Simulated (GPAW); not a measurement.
# PtSe (P-6m2) in GPAW: convergence with smearing width (eV)

Aim: find how far smearing width (eV) must go before the results for PtSe settle, at LDA. This setting moves, with any that are tied to it; all else stays.

Program: GPAW 26.7.0. These are calculated values, not measurements. Logs are shortened: lines on timing, memory, paths and dates and some standing lists are left out, and cuts for length are marked. The log counts tension as positive stress, the text compression.

**1. The crystal as given**

It takes space group P-6m2 (No. 187, hexagonal). The conventional cell has a = 3.702 Å, b = 3.702 Å, c = 3.613 Å, α = 90.00°, β = 90.00°, γ = 120.00°. Around Pt (site symmetry -6m2) lie 6 Se at 2.80 Å. Se (site symmetry -6m2) has 6 Pt at 2.80 Å as nearest neighbours.

The cell comes from a database or a generator and needn't be the stable form of this composition.

**2. With smearing width (eV) 0.5**

The input, run.py:

```python
from ase import Atoms
from ase.dft.bandgap import bandgap
from ase.io import write
from ase.units import GPa
from gpaw import GPAW, PW

atoms = Atoms(['Pt', 'Se'],
              cell=[[3.7018703299, 0.0, 0.0],
                    [-1.850935165, 3.2059137472, 0.0],
                    [0.0, 0.0, 3.61284203]],
              scaled_positions=[[0.0, 0.0, 0.0],
                                [0.6666666667, 0.3333333333, 0.5]],
              pbc=True)

calc = GPAW(mode=PW(600),
            xc='LDA',
            kpts={'size': (6, 6, 6), 'gamma': True},
            occupations={'name': 'methfessel-paxton', 'order': 0, 'width': 0.5},
            nbands=22,
            convergence={'density': 1e-05, 'energy': 1e-05},
            maxiter=100,
            txt='gpaw.txt')
atoms.calc = calc
energy = atoms.get_potential_energy()
forces = atoms.get_forces()
stress = atoms.get_stress()
calc.write('gs.gpw')
write('result.traj', atoms)
print(f'Energy: {energy:.6f} eV')
print('Forces (eV/A):')
print(forces.round(4))
print('Stress (GPa):', (stress / GPa).round(3))
print('Fermi level:', round(calc.get_fermi_level(), 4), 'eV')
print(f'Gap: {bandgap(calc)[0]:.4f} eV, direct: {bandgap(calc, direct=True)[0]:.4f} eV')
```

Potentials or basis: the program's PAW data sets (release 1.2.1) made for this functional, pw.

Command:

```console
OMP_NUM_THREADS=1 python run.py
```

Run time: 17 s. Hardware: 1 thread of Arm Neoverse V1, shared host; peak memory 0.15 GiB.

What came out:

```yaml
Free_energy: -11.2332 eV
Pressure: -18.1 GPa
Band_gap_on_the_k_mesh: none (metal or under the smearing width)
```

**3. With smearing width (eV) 0.3**

run.py: that of step 2 with these lines changed.

```diff
@@ -17,3 +17,3 @@
             kpts={'size': (6, 6, 6), 'gamma': True},
-            occupations={'name': 'methfessel-paxton', 'order': 0, 'width': 0.5},
+            occupations={'name': 'methfessel-paxton', 'order': 0, 'width': 0.3},
             nbands=22,
```

Potentials or basis: the program's PAW data sets (release 1.2.1) made for this functional, pw.

Command:

```console
OMP_NUM_THREADS=1 python run.py
```

Wall time 17 s (1 thread of Arm Neoverse V1, shared host); peak memory 0.15 GiB.

Results:

```yaml
Free_energy: -11.1804 eV
Pressure: -18.3 GPa
Band_gap_on_the_k_mesh: none (metal or under the smearing width)
```

**4. With smearing width (eV) 0.2**

run.py: that of step 3 with these lines changed.

```diff
@@ -17,3 +17,3 @@
             kpts={'size': (6, 6, 6), 'gamma': True},
-            occupations={'name': 'methfessel-paxton', 'order': 0, 'width': 0.3},
+            occupations={'name': 'methfessel-paxton', 'order': 0, 'width': 0.2},
             nbands=22,
```

Command:

```console
OMP_NUM_THREADS=1 python run.py
```

Wall time 17 s (1 thread of Arm Neoverse V1, shared host); peak memory 0.15 GiB.

It converged, with:

- Free energy: -11.1643 eV
- Pressure: -18.4 GPa
- Band gap on the k mesh: none (metal or under the smearing width)

**5. With smearing width (eV) 0.15**

run.py: that of step 4 with these lines changed.

```diff
@@ -17,3 +17,3 @@
             kpts={'size': (6, 6, 6), 'gamma': True},
-            occupations={'name': 'methfessel-paxton', 'order': 0, 'width': 0.2},
+            occupations={'name': 'methfessel-paxton', 'order': 0, 'width': 0.15},
             nbands=22,
```

Command:

```console
OMP_NUM_THREADS=1 python run.py
```

Run time: 17 s. Hardware: 1 thread of Arm Neoverse V1, shared host; peak memory 0.15 GiB.

Results (log left out):

* Free energy: -11.1584 eV
* Pressure: -18.4 GPa
* Band gap on the k mesh: none (metal or under the smearing width)

**6. With smearing width (eV) 0.1**

run.py: that of step 5 with these lines changed.

```diff
@@ -17,3 +17,3 @@
             kpts={'size': (6, 6, 6), 'gamma': True},
-            occupations={'name': 'methfessel-paxton', 'order': 0, 'width': 0.15},
+            occupations={'name': 'methfessel-paxton', 'order': 0, 'width': 0.1},
             nbands=22,
```

Potentials or basis: the program's PAW data sets (release 1.2.1) made for this functional, pw.

Command:

```console
OMP_NUM_THREADS=1 python run.py
```

Wall time 17 s (1 thread of Arm Neoverse V1, shared host); peak memory 0.15 GiB.

Results (log left out):

- Free energy: -11.1539 eV
- Pressure: -18.4 GPa
- Band gap on the k mesh: none (metal or under the smearing width)

**7. With smearing width (eV) 0.05**

run.py: that of step 6 with these lines changed.

```diff
@@ -17,3 +17,3 @@
             kpts={'size': (6, 6, 6), 'gamma': True},
-            occupations={'name': 'methfessel-paxton', 'order': 0, 'width': 0.1},
+            occupations={'name': 'methfessel-paxton', 'order': 0, 'width': 0.05},
             nbands=22,
```

Command:

```console
OMP_NUM_THREADS=1 python run.py
```

It took 17 s on 1 thread of Arm Neoverse V1, shared host; peak memory 0.15 GiB.

The run converged. Its results:

| Item | Value |
| --- | --- |
| Free energy | -11.1508 eV |
| Pressure | -18.3 GPa |
| Band gap on the k mesh | none (metal or under the smearing width) |

**8. With smearing width (eV) 0.025**

run.py: that of step 7 with these lines changed.

```diff
@@ -17,3 +17,3 @@
             kpts={'size': (6, 6, 6), 'gamma': True},
-            occupations={'name': 'methfessel-paxton', 'order': 0, 'width': 0.05},
+            occupations={'name': 'methfessel-paxton', 'order': 0, 'width': 0.025},
             nbands=22,
```

Command:

```console
OMP_NUM_THREADS=1 python run.py
```

It took 17 s on 1 thread of Arm Neoverse V1, shared host; peak memory 0.15 GiB.

The run converged. Its results:

* Free energy: -11.1497 eV
* Pressure: -18.3 GPa
* Band gap on the k mesh: none (metal or under the smearing width)

**9. With smearing width (eV) 0.01**

run.py: that of step 8 with these lines changed.

```diff
@@ -17,3 +17,3 @@
             kpts={'size': (6, 6, 6), 'gamma': True},
-            occupations={'name': 'methfessel-paxton', 'order': 0, 'width': 0.025},
+            occupations={'name': 'methfessel-paxton', 'order': 0, 'width': 0.01},
             nbands=22,
```

Potentials or basis: the program's PAW data sets (release 1.2.1) made for this functional, pw.

Command:

```console
OMP_NUM_THREADS=1 python run.py
```

gpaw.txt:

```text
__  _  _
 | _ |_)|_||  |
 |__||  | ||/\| - 26.7.0

Input parameters:
  mode=PW(ecut=600.0),
  convergence={'density': 1e-05, 'energy': 1e-05},
  kpts=MonkhorstPack(size=(6, 6, 6), gamma=True),
  maxiter=100,
  nbands=22,
  occupations=Occupations(name='methfessel-paxton', order=0, width=0.01),
  xc=XC(name='LDA')

Diagonalizing LCAO Hamiltonian
Converting LCAO to pw mode

            Se

       Pt

Atoms  # Å, Bohr magnetons
|   | symbol |        x |        y |        z |    initial magnetic moments |
|---|--------|----------|----------|----------|-----------------------------|
| 0 |     Pt | 0.000000 | 0.000000 | 0.000000 | ( 0.0000,  0.0000,  0.0000) |
| 1 |     Se | 1.850935 | 1.068638 | 1.806421 | ( 0.0000,  0.0000,  0.0000) |

Unit cell  # Å
| periodic |         x |        y |        z |  lengths |     angles |
|----------|-----------|----------|----------|----------|------------|
|      yes |  3.701870 | 0.000000 | 0.000000 | 3.701870 |  90.000000 |
|      yes | -1.850935 | 3.205914 | 0.000000 | 3.701870 |  90.000000 |
|      yes |  0.000000 | 0.000000 | 3.612842 | 3.612842 | 120.000000 |

Number of symmetries: 12
Symmetry operations  # r_c * U_cc + t_c -> r_c
|    | kind |            matrix            |
|----|------|------------------------------|
|  0 |  σ   |  1, 1, 0,  0,-1, 0,  0, 0, 1 |
|  1 |  C2  |  1, 1, 0,  0,-1, 0,  0, 0,-1 |
|  2 |  E   |  1, 0, 0,  0, 1, 0,  0, 0, 1 |
|  3 |  σ   |  1, 0, 0,  0, 1, 0,  0, 0,-1 |
|  4 |  C3  |  0, 1, 0, -1,-1, 0,  0, 0, 1 |
|  5 |  S3  |  0, 1, 0, -1,-1, 0,  0, 0,-1 |
|  6 |  σ   |  0,-1, 0, -1, 0, 0,  0, 0, 1 |
|  7 |  C2  |  0,-1, 0, -1, 0, 0,  0, 0,-1 |
|  8 |  σ   | -1, 0, 0,  1, 1, 0,  0, 0, 1 |
|  9 |  C2  | -1, 0, 0,  1, 1, 0,  0, 0,-1 |
| 10 |  C3  | -1,-1, 0,  1, 0, 0,  0, 0, 1 |
| 11 |  S3  | -1,-1, 0,  1, 0, 0,  0, 0,-1 |

BZ-sampling:
  Number of BZ points: 216
  Number of IBZ points: 28

  Monkhorst-Pack size: [6, 6, 6]
  Monkhorst-Pack shift: [0.08333333333333333, 0.08333333333333333, 0.08333333333333333]

K-points  # in reciprocal-cell coordinates
|     |                                coordinates |     weight |
|-----|--------------------------------------------|------------|
|   0 | (  0.00000000,   0.00000000,   0.00000000) | 0.00462963 |
|   1 | (  0.00000000,   0.00000000,   0.16666667) | 0.00925926 |
|   2 | (  0.00000000,   0.00000000,   0.33333333) | 0.00925926 |
|   3 | (  0.00000000,   0.00000000,   0.50000000) | 0.00462963 |
|   4 | (  0.16666667,   0.00000000,   0.00000000) | 0.02777778 |
|   5 | (  0.16666667,   0.00000000,   0.16666667) | 0.05555556 |
|   6 | (  0.16666667,   0.00000000,   0.33333333) | 0.05555556 |
|   7 | (  0.16666667,   0.00000000,   0.50000000) | 0.02777778 |
|   8 | (  0.33333333,  -0.16666667,   0.00000000) | 0.02777778 |
|   9 | (  0.33333333,  -0.16666667,   0.16666667) | 0.05555556 |
| ... |                                            |            |
|  27 | (  0.50000000,   0.50000000,   0.50000000) | 0.01388889 |

Plane wave coefficients: 1466
Cutoff: 600.0 eV

Spin-components: 1 (collinear spins)
Bands:           22
Projectors:      11
Spin-degeneracy: 2
Datatype:        complex128

Parallelization:
  kpt:    1
  domain: 1
  band:   1

Density:
  Valence electrons: 22.0
  Components: 1
  Grid points: [21 21 21]
  Charge: 0.0  # |e|

Potential:
  Grid points: [21 21 21]

species:
  Pt:
    name:    Platinum
    Z:       78.0
    valence: 16
    core:    62
    charge:  0.0  # [|e|]
    compensation charges:
      type: gauss
      rc: 0.41  # [Å]
      lmax: 2
    cutoffs:
      filter: 2.26  # [Å]
      core: 2.26  # [Å]
    projectors
    | kind |    occ | energy [eV] | rcut [Å] |
    |------|--------|-------------|----------|
    |   6s |  1.000 |      -5.930 |    1.307 |
    |   5p |  6.000 |     -56.318 |    1.371 |
    |   6p |  0.000 |      -0.962 |    1.371 |
    |   5d |  9.000 |      -6.387 |    1.307 |
    |    s |        |      21.281 |    1.307 |
    |    d |        |      20.825 |    1.307 |

    Using partial waves for Pt as LCAO basis

  Se:
    name:    Selenium
    Z:       34.0
    valence: 6
    core:    28
    charge:  0.0  # [|e|]
    compensation charges:
      type: gauss
      rc: 0.27  # [Å]
      lmax: 2
    cutoffs:
      filter: 1.77  # [Å]
      core: 2.67  # [Å]
    projectors
    | kind |    occ | energy [eV] | rcut [Å] |
    |------|--------|-------------|----------|
    |   4s |  2.000 |     -17.472 |    0.847 |
    |   4p |  4.000 |      -6.656 |    1.005 |
    |    s |        |       9.739 |    0.847 |
    |    p |        |      20.555 |    1.005 |
    |    d |        |       0.000 |    0.847 |

    Using partial waves for Se as LCAO basis

Reference energy: -566113.922509  # eV

eigensolver:
  PPCG
  Converge bands: occupied
  niter=2

density mixing:
  MSR1-Mixer
  Pratt-step length: 0.05
  Maximum mixing coefficient: 0.75
  Old densities: 10
  SVD Regularization: 0.005
  Good broyden scale: 1.0
  Trust region scale: 1.0
  Backstep threshold: 4.0
  History deletion threshold: 6.0
  Fourier metric: weight=20.0, sigma=0.015

occupation numbers:
  Methfessel-Paxton:
    width: 0.0100  # eV
    order: 0

poisson solver:
  ecut: 4800.0  # eV

xc functional:
  name: None

convergence criteria:
- Maximum integral of absolute [dens]ity change: 1e-05 electrons / valence electron
- Maximum [total energy] change in last 3 cyles: 1e-05 eV / valence electron
- Maximum integral of absolute [eigenst]ate change: 4e-08 eV^2 / valence electron
maximum number of iterations: 100

SCF iterations
|iter     | |      energy | eigst |  dens |
|---------|-|-------------|-------|-------|
|iter:   1| |  -11.370622 | +0.01 |       |
|iter:   2| |  -11.313170 | -2.42 | -1.34 |
|iter:   3| |  -11.161200 | -2.39 | -1.39 |
|iter:   4| |  -11.151504 | -3.51 | -1.85 |
|iter:   5| |  -11.149298 | -3.95 | -2.19 |
|iter:   6| |  -11.149110 | -4.74 | -2.57 |
|iter:   7| |  -11.149108c| -6.01 | -3.34 |
|iter:   8| |  -11.149110c| -6.95 | -3.87 |
|iter:   9| |  -11.149110c| -7.63c| -4.64 |
|iter:  10| |  -11.149110c| -8.19c| -5.07c|

Converged in 10 steps
Energy contributions relative to reference atoms: (reference = -566113.922509)

Energy contributions:
  Kinetic:         -19.367354
  Coulomb:          15.713281
  Zero:             -0.634465
  External:          0.000000
  Xc:               -6.860451
  Entropy:          -0.000239
  Spinorbit:         0.000000
  ----------------------------
  Free energy:     -11.149230
  Extrapolated:    -11.149110

dipole moment: (-4.353369, -11.907255, -12.188323)  # |e|*Ang

Fermi level: 6.724
Eigenvalues  # (at kpt = [0.000, 0.000, 0.000])
| band index |      eig [eV] | occ [0-2] |
|------------|---------------|-----------|
|          0 |       -45.305 |     2.000 |
|        ... |               |           |
|          3 |        -7.623 |     2.000 |
|          4 |         3.282 |     2.000 |
|          5 |         3.282 |     2.000 |
|          6 |         3.468 |     2.000 |
|          7 |         4.812 |     2.000 |
|          8 |         4.812 |     2.000 |
[... 8 lines left out ...]
|         17 |        19.917 |     0.000 |
|         18 |        21.070 |     0.000 |
|        ... |               |           |
|         21 |        24.659 |     0.000 |

No gap
No difference between direct/indirect transitions

Forces  # eV/Ang
|        x |       y |       z |
|----------|---------|---------|
|  0.00000 | 0.00000 | 0.00000 |  # Pt   0
| -0.00000 | 0.00000 | 0.00000 |  # Se   1

Stress tensor  # eV/Ang^3
|        x |        y |        z |
|----------|----------|----------|
| 0.102673 | 0.000000 | 0.000000 |
| 0.000000 | 0.102673 | 0.000000 |
| 0.000000 | 0.000000 | 0.137855 |

# Writing to gs.gpw (mode='')
```

It took 17 s on 1 thread of Arm Neoverse V1, shared host; peak memory 0.15 GiB.

What came out:

| Property | Result |
| --- | --- |
| Free energy | -11.1492 eV |
| Pressure | -18.3 GPa |
| Band gap on the k mesh | none (metal or under the smearing width) |

**10. Summary**

| smearing width (eV) | energy less the tightest run, at zero smearing (meV/atom) | pressure (GPa) | SCF cycles | CPU time (s) | peak memory (GiB) |
| --- | --- | --- | --- | --- | --- |
| 0.5 | 1.25 | -18.07 | 10 | 17 | 0.15 |
| 0.3 | -1.35 | -18.34 | 10 | 17 | 0.15 |
| 0.2 | -0.98 | -18.37 | 10 | 17 | 0.15 |
| 0.15 | -0.77 | -18.37 | 10 | 17 | 0.15 |
| 0.1 | -0.54 | -18.35 | 10 | 17 | 0.15 |
| 0.05 | -0.18 | -18.33 | 10 | 17 | 0.15 |
| 0.025 | -0.05 | -18.32 | 10 | 17 | 0.15 |
| 0.01 | 0.00 | -18.33 | 10 | 17 | 0.15 |

Against the tightest run, the energy stays within 1 meV/atom from 0.2 on; the pressure stays within 0.1 GPa from 0.3 on. Narrower smearing needs a denser k mesh, so at a fixed mesh the narrowest width isn't the most accurate. The tightest run that finished is the yardstick and may itself not be fully converged.

Caveats: so large a pressure means that the cell lies far from this level's equilibrium, or that cutoff or potentials fall short.
